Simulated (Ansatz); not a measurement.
SnTe, space group F-43m: a frozen displacement of one atom, run with Ansatz 0.2.0 through its Python package.

`snte.py`
```python
'''Energy and force of SnTe as one atom is pushed off its site.'''

import ansatz as az
import numpy as np

TOLERANCE = 1e-09
XC = 'r2SCAN'


def main() -> None:
    vectors = np.array([
        [0.0, 3.611146, 3.611146],
        [3.611146, 0.0, 3.611146],
        [3.611146, 3.611146, 0.0],
    ])
    snte = (
        az.Lattice.of(vectors)
        .atom('Sn', [0.0, 0.0, 0.0])
        .atom('Te', [0.75, 0.75, 0.75])
    )

    inverse = np.linalg.inv(np.array(snte.lattice.vectors))
    home = np.array(snte.sites[1].position)
    values = np.linspace(-0.02, 0.02, 5)
    energies, pulls = [], []
    for shift in values:
        moved = snte.move(1, to=home + shift * inverse[2])
        base = (
            moved.calculation()
            .scf(tolerance=TOLERANCE)
            .pseudopotentials('paw')
            .kpoints(4)
            .functional(XC)
            .occupations(az.OccupationsMethod.FIXED)
            .forces()
        )
        r = base.run().report
        energies.append(r['free_energy_ev'])
        pulls.append(r['forces_ev_ang'][1][2])

    # the force is minus the slope of the free energy
    print('shift (A)   dE (eV)   force along z (eV/A)')
    for shift, e, f in zip(values, energies, pulls):
        print(f'{shift:8.3f} {e - energies[2]:10.5f} {f:12.4f}')
    print(f'stiffness from energies {2 * np.polyfit(values, energies, 2)[0]:.3f}, from forces {-np.polyfit(values, pulls, 1)[0]:.3f} eV/A^2')


if __name__ == '__main__':
    main()
```

How stiff is this displacement, and do energies and forces agree?

The curvature of the energy gives 2.380 eV/Å² and the slope of the force 2.380 eV/Å², a positive curvature.

What the script printed:

```console
$ python snte.py
DeckWarning: basis.ecutwfc = 500 eV, auto-derived from the records' recommended cutoffs: set by Sn (their level for a meta-GGA)
shift (A)   dE (eV)   force along z (eV/A)
  -0.020    0.00048       0.0476
  -0.010    0.00012       0.0238
   0.000    0.00000       0.0000
   0.010    0.00012      -0.0238
   0.020    0.00048      -0.0476
stiffness from energies 2.380, from forces 2.380 eV/A^2
```
(Warnings from the package without file and line.)

Caveats:
- This cell is a computed structure, which may not be the phase found in nature.
- All periodic images of the atom move with it, so the curvature is one diagonal element of the zone-centre force constants and no normal mode; a positive value doesn't exclude soft modes in which several atoms move.
- Hardware and time: 32 s on 1 thread of Intel(R) Xeon(R) Processor @ 2.30GHz (shared host), peak memory 0.79 GiB.
